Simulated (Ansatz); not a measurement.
# Ge3Pd (Pm-3m) in Ansatz: band structure with PBEsol

Aim: the band structure of Ge3Pd with PBEsol.

All numbers are computed with Ansatz 0.2.0; they aren't measurements. Logs are shortened: lines on timing, memory, paths and dates and some standing lists are left out, and cuts for length are marked.

### Step 1. Starting point

Symmetry: Pm-3m, No. 221, cubic system. Conventional cell: a = 4.142 Å, b = 4.142 Å, c = 4.142 Å, α = 90.00°, β = 90.00°, γ = 90.00°. Pd (site symmetry m-3m) is surrounded by 12 Ge at 2.93 Å. Ge (site symmetry 4/mmm) has 4 Pd at 2.93 Å and 8 Ge at 2.93 Å as nearest neighbours.

The cell comes from a database or a generator and needn't be the stable form of this composition.

### Step 2. Band structure, PBEsol

Contents of input.yaml:

```yaml
crystal:
  lattice:
    - [4.142023, 0.0, 0.0]
    - [0.0, 4.142023, 0.0]
    - [0.0, 0.0, 4.142023]
  atoms:
    - { symbol: Pd, position: [0.0, 0.0, 0.0] }
    - { symbol: Ge, position: [0.5, 0.5, 0.0] }
    - { symbol: Ge, position: [0.5, 0.0, 0.5] }
    - { symbol: Ge, position: [0.0, 0.5, 0.5] }
hamiltonian:
  xc: pbesol
  pseudopotentials: { kind: paw }
kpoints:
  mp_grid: { grid: [7, 7, 7] }
  band_path:
    path:
      - [[0.0, 0.0, 0.0], [0.0, 0.5, 0.0], [0.5, 0.5, 0.0], [0.0, 0.0, 0.0], [0.5, 0.5, 0.5], [0.0, 0.5, 0.0]]
      - [[0.5, 0.5, 0.0], [0.5, 0.5, 0.5]]
    npoints: 14
scf:
  occupations: { method: fermi_dirac, width: 0.05 }
  n_extra_bands: 10
output:
  forces: true
  stress: true
  eigenvalues: true
  fatbands: true
```

Potentials or basis: Ansatz PAW.

The run is started by

```console
ansatz run input.yaml --threads 2 --pin off --max-ram 5632MiB --backend cpu --events-out ev --progress --plain --runs-dir out
```

Log:

```text
Warning: RAYON_NUM_THREADS=2 ignored (pool sized by the plan → 2); use --threads N
scf.n_extra_bands = 10 over 30 filled bands (N_el = 60.0): the run solves 40 bands
Engine: ansatz 0.2.0, x86_64-unknown-linux-gnu
Pseudopotentials: kind: paw
Pseudopotential: Pd, paw, valence charge 18, recommended cutoff 420 eV (normal), Pd.paw.azcp
Pseudopotential: Ge, paw, valence charge 14, recommended cutoff 420 eV (normal), Ge.paw.azcp
Functional definition: PBEsol
  exchange = pbesol_x
  correlation = pbesol_c
Crystal: 4 atoms, lattice volume = 71.062 Å³
Basis set: ecut = 420 eV, 1357 PW (Γ), exchange–correlation on 60×60×60 points (8 copies of the dense FFT grid, shifted against one another)
Bands: 40, of which v1, the nominal top of the filled ones, is band 30 counted from 1 (29 counted from 0)
Symmetry: 48 space group operations
Space group: Pm-3m (ITA 221), of the structure as read, at distance tolerance 4.1e-5 Å
k-points: 20 of 343
Non-local potential: Pd, projectors of the file, l = 0: 2, l = 1: 2, l = 2: 2, l = 3: 1
Non-local potential: Ge, projectors of the file, l = 0: 2, l = 1: 2, l = 2: 3, l = 3: 1
PAW form: soft (Blöchl's): semilocal exchange-correlation on the pseudo side does not see the compensation charge
PAW frozen core: Pd, regenerated for the run's functional, and the local potential with it (the file was generated under x = pbe(κ = 0.804, μ = 0.2195149727645171), c = pbe(β = 0.06672455060314922))
PAW frozen core: Ge, regenerated for the run's functional, and the local potential with it (the file was generated under x = pbe(κ = 0.804, μ = 0.2195149727645171), c = pbe(β = 0.06672455060314922))
PAW one-centre angular grid: Pd, 590 points (default); XC on 64 Gauss nodes
PAW one-centre angular grid: Ge, 590 points (default); XC on 64 Gauss nodes
Initial density: superposition of atomic densities (neutral atoms: chi_scale 0, normalization atom), corrected by the library's trained network
Initial wavefunctions: pseudopotential atomic-orbital guess
Functional: x = pbesol(κ = 0.804, μ = 0.12345679012345678), c = pbesol(β = 0.046)
SCF iter   1: F=—  HF=-19666.955890 eV  |F-HF|=—  |Δ(HF+E_count)|=         —  Δρ=3.93e-3  dr2=1.17e-2  ethr=1.77e-3  ⟨swp⟩=6.0  Hψ=3064  notcnv=0  defer=2
preconditioner: auto → Kerker (q_TF=auto, 2.652 Å⁻¹)  [metal: Δε(μ)=0.031 eV  Ē_g=21.481 eV  σ=0.050 eV  W_gap=0.15  n_scr=26 (ndim 8)  ℏωp=31.8 eV  f_vac=0.000  D(μ)=2.16/eV (n_scr^D=18)]
SCF iter   2: F=—  HF=-19666.954368 eV  |F-HF|=—  |Δ(HF+E_count)|=   1.52e-3  Δρ=1.62e-3  dr2=2.34e-3  ethr=1.95e-5  ⟨swp⟩=3.0  Hψ=1627  notcnv=0  defer=14
SCF iter   3: F=—  HF=-19666.953989 eV  |F-HF|=—  |Δ(HF+E_count)|=   3.79e-4  Δρ=5.44e-4  dr2=2.51e-4  ethr=3.90e-6  ⟨swp⟩=2.0  Hψ=800  notcnv=0  defer=14
SCF iter   4: F=—  HF=-19666.953913 eV  |F-HF|=—  |Δ(HF+E_count)|=   7.57e-5  Δρ=1.84e-4  dr2=3.45e-5  ethr=4.18e-7  ⟨swp⟩=2.5  Hψ=1271  notcnv=0  defer=14
SCF iter   5: F=—  HF=-19666.953921 eV  |F-HF|=—  |Δ(HF+E_count)|=   8.04e-6  Δρ=5.30e-5  dr2=2.46e-6  ethr=5.76e-8  ⟨swp⟩=2.0  Hψ=963  notcnv=0  defer=14
SCF iter   6: F=—  HF=-19666.953921 eV  |F-HF|=—  |Δ(HF+E_count)|=   3.38e-7  Δρ=1.20e-5  dr2=1.07e-7  ethr=4.10e-9  ⟨swp⟩=1.9  Hψ=831  notcnv=0  defer=14
SCF iter   7: F=-19666.953921 eV  HF=-19666.953921 eV  |F-HF|=1.98e-9  |Δ(HF+E_count)|=   4.82e-9  Δρ=2.19e-6  dr2=4.07e-9  ethr=1.67e-10  ⟨swp⟩=7.3  Hψ=2957  notcnv=0
SCF 1 converged in 7 iterations: F = -19666.953921 eV  dr2 = 4.07e-9
NSCF: frozen V_eff on 86 k-points
SCF converged after 7 iterations
Free energy (F): -19666.953921 eV
Harris-Foulkes:  -19666.953921 eV  (|F-HF|=1.98e-9)
Internal energy: -19666.936384 eV  (E = F + TS)
E sigma→0 (E₀):  -19666.945153 eV
Entropy (-TS):   -0.017536 eV (-4.384 meV/atom)
Fermi energy:    12.918754 eV
--- Per-component energies (eV) ---
  E_band       = -526.488061
  E_kinetic    = 845.234586
  E_local      = -8336.179291  (includes V_loc(G=0)·N_el)
  E_nonlocal   = 1470.853048
  E_hartree    = 3574.797068
  E_xc         = -392.446949
  E_vxc        = -404.747716  (∫ρ·V_xc dr)
  E_paw        = -9612.596058  (= ΣΔE_a)
  E_vpaw       = -1251.241903  (= ΣTr[D̂ρ^β])
  E_aug_tail   = 0.001225  (compensation charges beyond the density's cutoff)
  E_ewald      = -7219.656347
  E_core_change = 3.056333  (= ΣΔE_core)
  E_smearing   = -0.017536  (= −TS)
  E_closure    = -0.000000  (closes the sum)
  Σ components = -19666.953921   (vs F -19666.953921, Δ=0.00e0)
--- Forces (eV/Å), atoms counted from 1 ---
  atom   1  Pd    -0.00000000     0.00000000    -0.00000000
  atom   2  Ge     0.00000000    -0.00000000     0.00000000
  atom   3  Ge     0.00000000    -0.00000000    -0.00000000
  atom   4  Ge     0.00000000    -0.00000000    -0.00000000
  max |Σ_I F_I| component: 3.86e-29 eV/Å
--- Stress (GPa, compression-positive) ---
       -4.721368       0.000000       0.000000
       -0.000000      -4.721368       0.000000
        0.000000       0.000000      -4.721368
  P = ⅓ Tr σ = -4.7214 GPa (-47.214 kbar)
--- Band table (eV; the first three rows and the last of 20) ---
  k-point 0: bands = ["-71.2434", "-37.0194", "-37.0194", "-37.0194", "-11.8177", "-11.8177", "-11.8177", "-11.8070", "-11.7533", "-11.7533", "-11.7093", "-11.7093", "-11.7093", "-11.6942", "-11.6942", "-11.6539", "-11.6459", "-11.6459", "-11.6459", "0.2481", "6.9562", "6.9562", "9.4368", "9.4368", "9.4368", "10.2702", "10.2702", "10.2702", "11.3603", "11.3603", "13.7326", "15.9031", "15.9031", "15.9031", "18.5196", "18.5196", "18.5196", "21.8858", "21.8858", "21.8858"]
  k-point 1: bands = ["-71.2434", "-37.0197", "-37.0194", "-37.0194", "-11.8165", "-11.8097", "-11.8097", "-11.8017", "-11.7525", "-11.7487", "-11.7104", "-11.7093", "-11.7093", "-11.6985", "-11.6941", "-11.6578", "-11.6545", "-11.6545", "-11.6459", "0.4193", "6.1135", "7.0941", "9.2870", "9.2870", "9.7055", "10.2775", "10.5580", "10.5580", "11.0221", "11.7191", "14.4864", "15.7124", "15.7124", "15.8216", "17.4778", "17.9915", "17.9915", "21.8802", "22.3030", "22.8800"]
  k-point 2: bands = ["-71.2434", "-37.0203", "-37.0194", "-37.0194", "-11.8138", "-11.7877", "-11.7874", "-11.7874", "-11.7506", "-11.7364", "-11.7129", "-11.7102", "-11.7100", "-11.7100", "-11.6939", "-11.6777", "-11.6777", "-11.6685", "-11.6459", "0.9207", "4.6273", "7.4947", "9.0647", "9.0647", "10.1404", "10.2091", "10.2939", "11.2265", "11.2265", "12.2452", "14.7265", "14.7265", "15.6985", "15.7159", "16.6025", "18.0536", "18.0536", "21.8662", "22.2652", "23.9049"]
  k-point 19: bands = ["-71.2433", "-37.0205", "-37.0205", "-37.0205", "-11.7794", "-11.7739", "-11.7739", "-11.7645", "-11.7645", "-11.7596", "-11.7596", "-11.7109", "-11.7052", "-11.7052", "-11.6954", "-11.6954", "-11.6605", "-11.6605", "-11.6549", "4.1731", "4.7624", "4.7624", "7.5215", "8.5089", "8.6300", "8.6300", "10.6962", "10.6962", "11.3825", "11.3825", "11.5018", "13.1150", "19.5233", "19.5233", "19.9899", "20.4014", "20.4014", "24.5770", "25.0022", "25.0022"]
```

It took 10 s on 2 threads of AMD EPYC 7R43 (Zen 3), shared host; peak memory 0.43 GiB.

What came out:

```
Free energy            : -19666.9539 eV
Pressure               : -4.7 GPa
Band gap on the k mesh : none (metal or under the smearing width)
```

Levels at the corners of the path, in eV from the Fermi level:
| point | band 27 | band 28 | band 29 | band 30 | band 31 | band 32 | band 33 | band 34 |
| --- | --- | --- | --- | --- | --- | --- | --- | --- |
| Γ | -2.65 | -2.65 | -1.56 | -1.56 | 0.81 | 2.98 | 2.98 | 2.98 |
| X | -2.39 | -0.31 | -0.31 | -0.02 | -0.02 | 0.33 | 0.82 | 2.71 |
| M | -2.09 | -2.07 | -0.15 | 0.09 | 0.96 | 0.96 | 2.45 | 2.45 |
| Γ | -2.65 | -2.65 | -1.56 | -1.56 | 0.81 | 2.98 | 2.98 | 2.98 |
| R | -2.28 | -2.28 | -1.57 | -1.57 | -1.57 | -0.35 | 7.44 | 7.44 |
| X | -2.39 | -0.31 | -0.31 | -0.02 | -0.02 | 0.33 | 0.82 | 2.71 |
| M | -2.09 | -2.07 | -0.15 | 0.09 | 0.96 | 0.96 | 2.45 | 2.45 |
| R | -2.28 | -2.28 | -1.57 | -1.57 | -1.57 | -0.35 | 7.44 | 7.44 |

Caveat: the PAW data sets come from PBE, with cores solved anew for the run's functional, which leaves a small shift of forces and pressure.

### Step 3. The reference run

An earlier run on the cell as given: functional PBEsol; potentials or basis Ansatz PAW; cutoff 420 eV (not typed: the program's choice for these potentials); k mesh 7 × 7 × 7; occupations fermi-dirac, width 0.05 eV; no spin polarisation.

* Pressure: -4.7 GPa
* Band gap on the k mesh: none (metal or under the smearing width)
